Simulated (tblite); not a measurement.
# C2H8B3N: the cost of one run

The runs use tblite 0.8.0 and PySCF 2.14.0, with density-fitted response routines of our own; the level of theory stands in each step. All values are computed, except where a source is named. Atoms are numbered from 0 throughout.

**1. The molecule as given**

14 atoms, charge 0, multiplicity 1; geometry from: force field or distance geometry start.

Bonds of the start (Å): B0–N1 1.52, N1–B2 1.51, N1–B3 1.53, B3–C4 1.58, C4–C5 1.34, B0–H6 1.19, B0–H7 1.19, B2–H8 1.18, B2–H9 1.19, B3–H10 1.17, C4–H11 1.08, C5–H12 1.09, C5–H13 1.09.

**2. Geometry optimisation with GFN2-xTB**

The job: settings as JSON, then the geometry in Å.

```
{"job": {"kind": "relax", "xc": "GFN2-xTB", "basis": "xTB"}, "charge": 0, "multiplicity": 1}
B     -1.790400     0.903800     0.867000
N     -1.105000    -0.355300     0.369800
B     -1.956800    -1.030800    -0.683000
B      0.227100     0.048500    -0.265600
C      1.571900    -0.321700     0.469900
C      2.747300     0.060500    -0.035000
H     -2.210800     1.700700     0.084400
H     -1.524500     1.328800     1.944600
H     -1.828800    -2.188400    -0.879500
H     -2.397500    -0.392700    -1.585900
H      0.244900     0.709300    -1.236900
H      1.533900    -0.896200     1.385300
H      3.662400    -0.201700     0.497600
H      2.825600     0.634700    -0.954800
```

On the command line:

```bash
$ OMP_NUM_THREADS=1 python probes_run.py task.json out
```

This one command runs all jobs of the session in turn.

**Question.** How long does this first job take on 1 thread of Intel Xeon at 2.50GHz, shared host, and how much memory does it need?

About 1.4 s, with a peak of 0.18 GiB.
